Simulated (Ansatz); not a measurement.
**C₂H₆FMoNO₂: basis-set convergence**

Aim: see how fast density functionals converge with the basis set for C₂H₆FMoNO₂.

Method: one geometry, several basis sets; program: Ansatz 0.2.0, Gaussian basis.

The runs, in order: PBE0-D4/def2-SVP; ωB97M-V/def2-SVP; PBE0-D4/def2-QZVPP; ωB97M-V/def2-QZVPP; the functionals' def2-TZVPP values are taken from earlier runs.

### 1 Structure used throughout

The geometry comes from an earlier relaxation with PBE0-D4 in a triple-zeta def2 set; it is a stationary point, not always the lowest conformer. Mo takes the def2 core potential; no spin-orbit term is included.

SMILES `C[N](C)[Mo](=[O])(=[O])[F]`, 13 atoms, charge 0, spin multiplicity 1.

Atoms are counted from 1 here; the program's logs count them from 0.

Bond lengths: C1–N2 1.449 Å, C1–H8 1.096 Å, C1–H9 1.090 Å, C1–H10 1.096 Å, N2–C3 1.449 Å, N2–Mo4 1.905 Å, C3–H11 1.096 Å, C3–H12 1.096 Å, C3–H13 1.090 Å, Mo4–O5 1.681 Å, Mo4–O6 1.680 Å, Mo4–F7 1.861 Å. Angles: N2–C1–H8 110.3°, N2–C1–H9 110.9°, N2–C1–H10 110.3°, H8–C1–H9 108.5°, H8–C1–H10 108.3°, H9–C1–H10 108.5°, C1–N2–C3 113.7°, C1–N2–Mo4 123.2°, C3–N2–Mo4 122.9°, N2–C3–H11 110.2°, N2–C3–H12 110.3°, N2–C3–H13 110.9°, H11–C3–H12 108.3°, H11–C3–H13 108.5°, H12–C3–H13 108.5°, N2–Mo4–O5 107.8°, N2–Mo4–O6 107.7°, N2–Mo4–F7 108.6° and more.

### 2 PBE0-D4 in def2-SVP

File in.yaml:

```yaml
crystal:
  periodic: [false, false, false]
  atoms:
    - {symbol: C, position_ang: [-0.692238, -0.435226, 1.284950]}
    - {symbol: N, position_ang: [0.006391, -0.118479, 0.055790]}
    - {symbol: C, position_ang: [1.062223, -1.054818, -0.272904]}
    - {symbol: Mo, position_ang: [-0.336668, 1.453988, -0.962992]}
    - {symbol: O, position_ang: [1.107653, 1.924723, -1.681895]}
    - {symbol: O, position_ang: [-0.917470, 2.629075, 0.088556]}
    - {symbol: F, position_ang: [-1.608466, 1.053872, -2.261837]}
    - {symbol: H, position_ang: [-1.206781, -1.398204, 1.191606]}
    - {symbol: H, position_ang: [-1.430492, 0.330664, 1.520798]}
    - {symbol: H, position_ang: [0.017144, -0.503901, 2.117993]}
    - {symbol: H, position_ang: [0.643423, -2.051965, -0.449216]}
    - {symbol: H, position_ang: [1.779546, -1.124076, 0.553242]}
    - {symbol: H, position_ang: [1.596035, -0.740253, -1.169293]}
basis:
  gaussian: {orbitals: def2-SVP}
hamiltonian: {xc: pbe0, dispersion: d4}
output: {orbitals: {seedname: orbitals}}
```

Command:

```
$ ansatz run in.yaml --threads 2 --pin off --events-out ev --progress --plain --max-ram 32768MiB --backend cpu
```

Further steps of the session: ωB97M-V in def2-SVP; PBE0-D4 in def2-QZVPP; ωB97M-V in def2-QZVPP.

Before running them: what should the planned runs give, taken together? Wanted: PBE0-D4: double and triple zeta above quadruple; ωB97M-V: double and triple zeta above quadruple.

As calculated:

| quantity | value |
| --- | --- |
| PBE0-D4: double and triple zeta above quadruple | 13.81, 0.69 eV |
| ωB97M-V: double and triple zeta above quadruple | 14.20, 0.67 eV |

What this shows: PBE0-D4 gains 13.12 eV from double to triple zeta, then 0.69 eV more. Total energies overstate the basis error of differences, where much of it tends to cancel.
